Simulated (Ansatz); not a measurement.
# CH5FSi2: two geometries relaxed

Aim: relax the geometries before and after the rotation by 120° about the Si2–Si3 bond, and see whether they are two minima and how far apart in energy. SMILES of the start: C=[SiH][SiH2]F.

Method: RKS PBE/cc-pVDZ, in Ansatz 0.2.0.

## Step 1: The structure to begin with

Bond lengths: C1–Si2 1.756 Å, Si2–Si3 2.287 Å, Si3–F4 1.616 Å, C1–H5 1.077 Å, C1–H6 1.078 Å, Si2–H7 1.471 Å, Si3–H8 1.465 Å, Si3–H9 1.461 Å. Angles: C1–Si2–Si3 128.0°, C1–Si2–H7 119.0°, Si3–Si2–H7 113.0°, Si2–C1–H5 122.8°, Si2–C1–H6 122.4°, H5–C1–H6 114.7°, Si2–Si3–F4 107.6°, Si2–Si3–H8 117.0°, Si2–Si3–H9 115.2°, F4–Si3–H8 102.1°, F4–Si3–H9 103.6°, H8–Si3–H9 109.6°.

Coordinates:

```xyz
9

C    -0.5462    1.5939   -1.1249
Si    0.5048    0.2885   -0.6012
Si    0.1782   -1.1786    1.1230
F    -1.2154   -1.9506    0.8519
H    -0.3090    2.2366   -1.9563
H    -1.5031    1.7836   -0.6672
H     1.7836    0.0797   -1.2985
H     1.1266   -2.2890    1.2399
H    -0.0195   -0.5642    2.4334
```

## Step 2: End point A

input.yaml reads:

```yaml
crystal:
  periodic: [false, false, false]
  atoms:
    - { symbol: C, position_ang: [-0.54622, 1.59391, -1.12492] }
    - { symbol: Si, position_ang: [0.50481, 0.28853, -0.60124] }
    - { symbol: Si, position_ang: [0.17817, -1.1786, 1.12302] }
    - { symbol: F, position_ang: [-1.21543, -1.95055, 0.8519] }
    - { symbol: H, position_ang: [-0.30901, 2.23664, -1.95628] }
    - { symbol: H, position_ang: [-1.50312, 1.7836, -0.66721] }
    - { symbol: H, position_ang: [1.78364, 0.0797, -1.29854] }
    - { symbol: H, position_ang: [1.1266, -2.289, 1.23989] }
    - { symbol: H, position_ang: [-0.01946, -0.56422, 2.43338] }
basis:
  gaussian: { orbitals: cc-pVDZ }
hamiltonian:
  xc: pbe
relax:
  f_tol: 0.015
  max_steps: 40
output:
  orbitals: {}
```

Launch:

```console
ansatz run input.yaml --threads 1 --pin off --max-ram 2048MiB --backend cpu --events-out ev --progress --plain --runs-dir out
```

The log of the run, shortened:

```text
Warning: RAYON_NUM_THREADS=1 ignored (pool sized by the plan → 1); use --threads N
[...]
Functional definition: PBE
[...]
1082 factors; their error is unknown
[...]
mean field -19577.67549842 eV, -719.4663043417 hartree, gradient 7.9e-6 eV, S^2 0.000000; 0 other end points of the search recorded, 0 dependent functions left out
[...]
reference -19577.67553640 eV, -719.4663057377 hartree; 24, 24 occupied and 65, 65 virtual orbitals, 1082 factors
relax step   1: F+E_penalty+E_count = -19577.67549842 eV  Δ(F+E_penalty+E_count) = +0.000e0 eV  max|allowed force component| = 1.870e0 eV/Å  Δτ_max = 0.0000 Å  (28 SCF iters, accepted)
[...]
relax step   4: F+E_penalty+E_count = -19577.90903341 eV  Δ(F+E_penalty+E_count) = -2.547e-2 eV  max|allowed force component| = 3.535e-1 eV/Å  Δτ_max = 0.1019 Å  (28 SCF iters, accepted)
[...]
relax step   7: F+E_penalty+E_count = -19577.91457986 eV  Δ(F+E_penalty+E_count) = -3.742e-3 eV  max|allowed force component| = 3.952e-2 eV/Å  Δτ_max = 0.0372 Å  (28 SCF iters, accepted)
[...]
relax step  10: F+E_penalty+E_count = -19577.91684754 eV  Δ(F+E_penalty+E_count) = -7.554e-4 eV  max|allowed force component| = 2.174e-1 eV/Å  Δτ_max = 0.1116 Å  (29 SCF iters, accepted)
[...]
relax step  13: F+E_penalty+E_count = -19577.92714964 eV  Δ(F+E_penalty+E_count) = -8.913e-3 eV  max|allowed force component| = 9.686e-2 eV/Å  Δτ_max = 0.0328 Å  (28 SCF iters, accepted)
[...]
relax step  14: F+E_penalty+E_count = -19577.93351771 eV  Δ(F+E_penalty+E_count) = -6.368e-3 eV  max|allowed force component| = 1.657e-2 eV/Å  Δτ_max = 0.1000 Å  (28 SCF iters, accepted)
[...]
1082 factors; their error is unknown
mean field -19577.94001745 eV, -719.4760252368 hartree, gradient 2.4e-5 eV, S^2 0.000000; 0 other end points of the search recorded, 0 dependent functions left out
[...]
```

## Step 3: More of the same log: end point A relaxed

Output, continued:

```text
reference -19577.94005531 eV, -719.4760266282 hartree; 24, 24 occupied and 65, 65 virtual orbitals, 1082 factors
relax step  15: F+E_penalty+E_count = -19577.94001745 eV  Δ(F+E_penalty+E_count) = -6.500e-3 eV  max|allowed force component| = 1.006e-1 eV/Å  Δτ_max = 0.1430 Å  (28 SCF iters, accepted)
these checks for a lower state are left out or cut short: starts, cluster_reference, orbital_swaps, neighbouring_geometries, increment
1082 factors; their error is unknown
mean field -19577.94232798 eV, -719.4761101474 hartree, gradient 2.7e-5 eV, S^2 0.000000; 0 other end points of the search recorded, 0 dependent functions left out
the calculation of the forces begins
reference -19577.94236599 eV, -719.4761115442 hartree; 24, 24 occupied and 65, 65 virtual orbitals, 1082 factors
relax step  16: F+E_penalty+E_count = -19577.94232798 eV  Δ(F+E_penalty+E_count) = -2.311e-3 eV  max|allowed force component| = 1.756e-1 eV/Å  Δτ_max = 0.1059 Å  (27 SCF iters, accepted)
these checks for a lower state are left out or cut short: starts, cluster_reference, orbital_swaps, neighbouring_geometries, increment
1082 factors; their error is unknown
mean field evaluation 128: about -19577.9459 eV, gradient 9.7e-6 eV
mean field -19577.94593395 eV, -719.4762426643 hartree, gradient 9.7e-6 eV, S^2 0.000000; 0 other end points of the search recorded, 0 dependent functions left out
the calculation of the forces begins
reference -19577.94597199 eV, -719.4762440622 hartree; 24, 24 occupied and 65, 65 virtual orbitals, 1082 factors
relax step  17: F+E_penalty+E_count = -19577.94593395 eV  Δ(F+E_penalty+E_count) = -3.606e-3 eV  max|allowed force component| = 8.941e-2 eV/Å  Δτ_max = 0.0264 Å  (27 SCF iters, accepted)
these checks for a lower state are left out or cut short: starts, cluster_reference, orbital_swaps, neighbouring_geometries, increment
1082 factors; their error is unknown
mean field -19577.94973774 eV, -719.4763824509 hartree, gradient 1.2e-5 eV, S^2 0.000000; 0 other end points of the search recorded, 0 dependent functions left out
the calculation of the forces begins
reference -19577.94977570 eV, -719.4763838461 hartree; 24, 24 occupied and 65, 65 virtual orbitals, 1082 factors
relax step  18: F+E_penalty+E_count = -19577.94973774 eV  Δ(F+E_penalty+E_count) = -3.804e-3 eV  max|allowed force component| = 1.653e-2 eV/Å  Δτ_max = 0.0634 Å  (29 SCF iters, accepted)
these checks for a lower state are left out or cut short: starts, cluster_reference, orbital_swaps, neighbouring_geometries, increment
1082 factors; their error is unknown
mean field -19577.95040299 eV, -719.4764068983 hartree, gradient 2.3e-5 eV, S^2 0.000000; 0 other end points of the search recorded, 0 dependent functions left out
the calculation of the forces begins
reference -19577.95044097 eV, -719.4764082942 hartree; 24, 24 occupied and 65, 65 virtual orbitals, 1082 factors
relax step  19: F+E_penalty+E_count = -19577.95040299 eV  Δ(F+E_penalty+E_count) = -6.652e-4 eV  max|allowed force component| = 1.432e-1 eV/Å  Δτ_max = 0.0954 Å  (28 SCF iters, accepted)
these checks for a lower state are left out or cut short: starts, cluster_reference, orbital_swaps, neighbouring_geometries, increment
1082 factors; their error is unknown
mean field -19577.95000716 eV, -719.4763923521 hartree, gradient 1.5e-5 eV, S^2 0.000000; 0 other end points of the search recorded, 0 dependent functions left out
the calculation of the forces begins
reference -19577.95004536 eV, -719.4763937558 hartree; 24, 24 occupied and 65, 65 virtual orbitals, 1082 factors
relax step  20: F+E_penalty+E_count = -19577.95000716 eV  Δ(F+E_penalty+E_count) = +3.958e-4 eV  max|allowed force component| = 1.164e-1 eV/Å  Δτ_max = 0.0728 Å  (28 SCF iters, rejected (line search))
these checks for a lower state are left out or cut short: starts, cluster_reference, orbital_swaps, neighbouring_geometries, increment
1082 factors; their error is unknown
mean field -19577.95163381 eV, -719.4764521302 hartree, gradient 9.5e-6 eV, S^2 0.000000; 0 other end points of the search recorded, 0 dependent functions left out
the calculation of the forces begins
reference -19577.95167186 eV, -719.4764535287 hartree; 24, 24 occupied and 65, 65 virtual orbitals, 1082 factors
relax step  21: F+E_penalty+E_count = -19577.95163381 eV  Δ(F+E_penalty+E_count) = -1.231e-3 eV  max|allowed force component| = 4.325e-2 eV/Å  Δτ_max = 0.0286 Å  (28 SCF iters, accepted)
these checks for a lower state are left out or cut short: starts, cluster_reference, orbital_swaps, neighbouring_geometries, increment
1082 factors; their error is unknown
mean field evaluation 160: about -19577.9518 eV, gradient 3.6e-4 eV
mean field -19577.95178460 eV, -719.4764576718 hartree, gradient 2.5e-5 eV, S^2 0.000000; 0 other end points of the search recorded, 0 dependent functions left out
the calculation of the forces begins
reference -19577.95182267 eV, -719.4764590709 hartree; 24, 24 occupied and 65, 65 virtual orbitals, 1082 factors
relax step  22: F+E_penalty+E_count = -19577.95178460 eV  Δ(F+E_penalty+E_count) = -1.508e-4 eV  max|allowed force component| = 3.768e-2 eV/Å  Δτ_max = 0.0106 Å  (23 SCF iters, accepted)
these checks for a lower state are left out or cut short: starts, cluster_reference, orbital_swaps, neighbouring_geometries, increment
1082 factors; their error is unknown
mean field -19577.95180432 eV, -719.4764583964 hartree, gradient 1.5e-5 eV, S^2 0.000000; 0 other end points of the search recorded, 0 dependent functions left out
the calculation of the forces begins
reference -19577.95184239 eV, -719.4764597954 hartree; 24, 24 occupied and 65, 65 virtual orbitals, 1082 factors
relax step  23: F+E_penalty+E_count = -19577.95180432 eV  Δ(F+E_penalty+E_count) = -1.972e-5 eV  max|allowed force component| = 2.945e-2 eV/Å  Δτ_max = 0.0072 Å  (24 SCF iters, accepted)
these checks for a lower state are left out or cut short: starts, cluster_reference, orbital_swaps, neighbouring_geometries, increment
1082 factors; their error is unknown
mean field -19577.95187652 eV, -719.4764610496 hartree, gradient 6.1e-6 eV, S^2 0.000000; 0 other end points of the search recorded, 0 dependent functions left out
the calculation of the forces begins
reference -19577.95191461 eV, -719.4764624496 hartree; 24, 24 occupied and 65, 65 virtual orbitals, 1082 factors
relax step  24: F+E_penalty+E_count = -19577.95187652 eV  Δ(F+E_penalty+E_count) = -7.220e-5 eV  max|allowed force component| = 1.930e-2 eV/Å  Δτ_max = 0.0076 Å  (24 SCF iters, accepted)
these checks for a lower state are left out or cut short: starts, cluster_reference, orbital_swaps, neighbouring_geometries, increment
1082 factors; their error is unknown
mean field -19577.95190640 eV, -719.4764621476 hartree, gradient 7.7e-6 eV, S^2 0.000000; 0 other end points of the search recorded, 0 dependent functions left out
the calculation of the forces begins
reference -19577.95194452 eV, -719.4764635488 hartree; 24, 24 occupied and 65, 65 virtual orbitals, 1082 factors
relax step  25: F+E_penalty+E_count = -19577.95190640 eV  Δ(F+E_penalty+E_count) = -2.988e-5 eV  max|allowed force component| = 1.101e-2 eV/Å  Δτ_max = 0.0084 Å  (24 SCF iters, accepted)
1082 factors; their error is unknown
mean field evaluation 192: about -19577.9786 eV, gradient 7.8e-2 eV
mean field -19577.95190640 eV, -719.4764621476 hartree, gradient 8.4e-6 eV, S^2 0.000000; 1 other end points of the search recorded, 0 dependent functions left out
the calculation of the forces begins
reference -19577.95194452 eV, -719.4764635488 hartree; 24, 24 occupied and 65, 65 virtual orbitals, 1082 factors
Total energy: -19577.95194452 eV, -719.4764635488 hartree
Atom 0 at    -0.357703     1.678781    -0.930695 Å, force     0.004789    -0.011014     0.003933 eV/Å
Atom 1 at     0.402152     0.120230    -0.809314 Å, force    -0.004575     0.010389    -0.001439 eV/Å
Atom 2 at     0.057121    -1.201191     1.086914 Å, force    -0.001143    -0.004418     0.002715 eV/Å
Atom 3 at    -0.761907    -2.604706     0.696348 Å, force     0.002625     0.004388     0.001377 eV/Å
Atom 4 at    -0.197934     2.353834    -1.786660 Å, force    -0.001986     0.000469     0.002076 eV/Å
Atom 5 at    -1.034718     2.049536    -0.144703 Å, force     0.003309    -0.000495    -0.005679 eV/Å
Atom 6 at     1.323878    -0.349062    -1.903092 Å, force    -0.001221     0.001074     0.000541 eV/Å
Atom 7 at     1.354621    -1.627203     1.727392 Å, force    -0.002625     0.000846    -0.001716 eV/Å
Atom 8 at    -0.785531    -0.420210     2.063811 Å, force     0.000827    -0.001240    -0.001808 eV/Å
Dipole moment:     0.159078     0.218769     0.033344 e Å
```

Run time: 56 s. Hardware: 1 thread of Intel Xeon 6975P-C (Granite Rapids), shared host; peak memory 0.14 GiB.

Relaxation path:

```csv
step,energy from step 1 (eV),largest force component (eV/Å)
1,0.0000,1.8697
2,-0.1843,1.0853
3,-0.2081,0.6941
4,-0.2335,0.3535
5,-0.2353,0.1666
6x,-0.2301,0.4504
7,-0.2391,0.0395
8,-0.2398,0.0256
9,-0.2406,0.0319
10,-0.2414,0.2174
11,-0.2427,0.3070
12x,-0.2422,0.2750
13,-0.2517,0.0969
14,-0.2580,0.0166
15,-0.2645,0.1006
16,-0.2668,0.1756
17,-0.2704,0.0894
18,-0.2742,0.0165
19,-0.2749,0.1432
20x,-0.2745,0.1164
21,-0.2761,0.0432
22,-0.2763,0.0377
23,-0.2763,0.0294
24,-0.2764,0.0193
25,-0.2764,0.0110
```

Step 1 is the start. 3 steps were tried and not accepted (marked x).

After: Bond lengths: C1–Si2 1.738 Å, Si2–Si3 2.337 Å, Si3–F4 1.671 Å, C1–H5 1.102 Å, C1–H6 1.102 Å, Si2–H7 1.505 Å, Si3–H8 1.508 Å, Si3–H9 1.508 Å. Angles: C1–Si2–Si3 119.9°, C1–Si2–H7 119.8°, Si3–Si2–H7 120.2°, Si2–C1–H5 122.7°, Si2–C1–H6 121.4°, H5–C1–H6 115.9°, Si2–Si3–F4 111.0°, Si2–Si3–H8 112.2°, Si2–Si3–H9 108.4°, F4–Si3–H8 106.5°, F4–Si3–H9 108.2°, H8–Si3–H9 110.6°.

## Step 4: End point B

The second end starts from a geometry with the move made by hand.

input.yaml reads:

```yaml
crystal:
  periodic: [false, false, false]
  atoms:
    - { symbol: C, position_ang: [-0.54622, 1.59391, -1.12492] }
    - { symbol: Si, position_ang: [0.50481, 0.28853, -0.60124] }
    - { symbol: Si, position_ang: [0.17817, -1.1786, 1.12302] }
    - { symbol: F, position_ang: [1.4246, -2.20711, 1.13372] }
    - { symbol: H, position_ang: [-0.30901, 2.23664, -1.95628] }
    - { symbol: H, position_ang: [-1.50312, 1.7836, -0.66721] }
    - { symbol: H, position_ang: [1.78364, 0.0797, -1.29854] }
    - { symbol: H, position_ang: [0.22151, -0.62946, 2.48049] }
    - { symbol: H, position_ang: [-0.98516, -2.0511, 0.98529] }
basis:
  gaussian: { orbitals: cc-pVDZ }
hamiltonian:
  xc: pbe
relax:
  f_tol: 0.015
  max_steps: 40
```

Launch:

```console
ansatz run input.yaml --threads 1 --pin off --max-ram 2048MiB --backend cpu --events-out ev --progress --plain --runs-dir out
```

The log of the run, shortened:

```text
Warning: RAYON_NUM_THREADS=1 ignored (pool sized by the plan → 1); use --threads N
[...]
[... 1 set-up line as earlier in the session ...]
[...]
1082 factors; their error is unknown
[...]
mean field -19577.68990639 eV, -719.4668338252 hartree, gradient 4.5e-6 eV, S^2 0.000000; 0 other end points of the search recorded, 0 dependent functions left out
[...]
reference -19577.68994371 eV, -719.4668351965 hartree; 24, 24 occupied and 65, 65 virtual orbitals, 1082 factors
relax step   1: F+E_penalty+E_count = -19577.68990639 eV  Δ(F+E_penalty+E_count) = +0.000e0 eV  max|allowed force component| = 1.666e0 eV/Å  Δτ_max = 0.0000 Å  (27 SCF iters, accepted)
[...]
relax step   5: F+E_penalty+E_count = -19577.90204153 eV  Δ(F+E_penalty+E_count) = -1.862e-2 eV  max|allowed force component| = 4.543e-2 eV/Å  Δτ_max = 0.0896 Å  (28 SCF iters, accepted)
[...]
Total energy: -19577.95189969 eV, -719.4764619011 hartree
Atom 0 at    -0.604854     1.305029    -1.257323 Å, force     0.009646    -0.012784     0.012784 eV/Å
Atom 1 at     0.700408     0.471590    -0.468070 Å, force    -0.010889     0.004756    -0.005990 eV/Å
Atom 2 at     0.230827    -1.143696     1.153804 Å, force     0.003382    -0.011518     0.003251 eV/Å
Atom 3 at     0.760928    -2.652254     0.666612 Å, force    -0.005215     0.011824     0.003489 eV/Å
Atom 4 at    -0.441232     2.101743    -2.000581 Å, force    -0.008404    -0.003685     0.002220 eV/Å
Atom 5 at    -1.655472     1.058097    -1.035541 Å, force     0.006979     0.011520    -0.011227 eV/Å
Atom 6 at     2.125321     0.834072    -0.790620 Å, force    -0.000324     0.001302     0.000583 eV/Å
Atom 7 at     0.917832    -0.852100     2.464737 Å, force    -0.001589    -0.001845    -0.004061 eV/Å
Atom 8 at    -1.264539    -1.206370     1.341313 Å, force     0.006414     0.000432    -0.001049 eV/Å
Dipole moment:    -0.047662     0.258546     0.069867 e Å
```

It took 36 s on 1 thread of Intel Xeon 6975P-C (Granite Rapids), shared host; peak memory 0.15 GiB.

Step by step:

```csv
step,energy from step 1 (eV),largest force component (eV/Å)
1,0.0000,1.6657
2,-0.1623,0.7042
3,-0.1752,0.5003
4,-0.1935,0.2998
5,-0.2121,0.0454
6,-0.2214,0.0721
7,-0.2244,0.4107
8,-0.2346,0.2060
9,-0.2477,0.0392
10x,-0.2467,0.4043
11,-0.2526,0.0874
12,-0.2554,0.0849
13x,-0.2468,0.3831
14,-0.2576,0.0544
15,-0.2608,0.0288
16,-0.2613,0.0720
17,-0.2617,0.0595
18,-0.2619,0.0171
19,-0.2620,0.0128
```

Step 1 is the start. 2 steps were tried and not accepted (marked x).

After: Bond lengths: C1–Si2 1.738 Å, Si2–Si3 2.337 Å, Si3–F4 1.672 Å, C1–H5 1.102 Å, C1–H6 1.102 Å, Si2–H7 1.505 Å, Si3–H8 1.508 Å, Si3–H9 1.508 Å. Angles: C1–Si2–Si3 119.7°, C1–Si2–H7 119.9°, Si3–Si2–H7 120.4°, Si2–C1–H5 122.8°, Si2–C1–H6 121.1°, H5–C1–H6 116.1°, Si2–Si3–F4 111.0°, Si2–Si3–H8 112.2°, Si2–Si3–H9 108.3°, F4–Si3–H8 106.5°, F4–Si3–H9 108.2°, H8–Si3–H9 110.6°.

## Step 5: Results

| quantity | value |
| --- | --- |
| end A | 21 moves, 0.276 eV lower |
| end B | 16 moves, 0.262 eV lower |
| largest difference between the ends | 0.02 Å |
| end B relative to end A | +0.000 eV |

**Reading.** The two relaxations end at one structure, within 0.02 Å: no second minimum was found from this start, which doesn't rule one out.
